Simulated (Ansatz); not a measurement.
# Si: the cost of one run

Computed with Ansatz 0.2.0 (DFT PBE, scalar-relativistic, plane waves, PAW, unless a step's input says otherwise).

### 1 The system as given

Symmetry: Fd-3m, No. 227, cubic system. Conventional cell: a = 5.460 Å, b = 5.460 Å, c = 5.460 Å, α = 90.00°, β = 90.00°, γ = 90.00°. Si (site symmetry -43m) is surrounded by 4 Si at 2.36 Å.

Coordinates:

```cif
data_structure
_symmetry_space_group_name_H-M 'Fd-3m:1'
_symmetry_Int_Tables_number 227
_cell_length_a 5.4600
_cell_length_b 5.4600
_cell_length_c 5.4600
_cell_angle_alpha 90.000
_cell_angle_beta 90.000
_cell_angle_gamma 90.000
_cell_volume 162.77
loop_
_atom_site_label
_atom_site_type_symbol
_atom_site_symmetry_multiplicity
_atom_site_Wyckoff_symbol
_atom_site_fract_x
_atom_site_fract_y
_atom_site_fract_z
_atom_site_occupancy
Si1 Si 8 b 0.00000 0.00000 0.50000 1
```

### 2 Relaxing cell and atoms: Si, no spin

File input.yaml:

```yaml
crystal:
  lattice:
    - [0.0, 2.73, 2.73]
    - [2.73, 0.0, 2.73]
    - [2.73, 2.73, 0.0]
  atoms:
    - { symbol: Si, position: [0.0, 0.0, 0.0] }
    - { symbol: Si, position: [0.25, 0.25, 0.25] }
scf:
  occupations: { method: gaussian, width: 0.02 }
output:
  forces: true
  stress: true
  eigenvalues: true
kpoints:
  mp_grid: { grid: [18, 18, 18] }
hamiltonian:
  xc: pbe
relax:
  f_tol: 0.005
  adjacent_minimum: "off"
  cell: { stress_tol: 0.02 }
```

On the command line:

```bash
$ ansatz run input.yaml --threads 4 --pin off --max-ram 12288MiB --backend cpu --events-out ev --progress --plain --runs-dir out
```

**Question.** How long does this run take on 4 threads of AMD EPYC 9R45 (Zen 5), shared host, and how much memory does it need?

About 1.6 s, with a peak of 0.46 GiB.
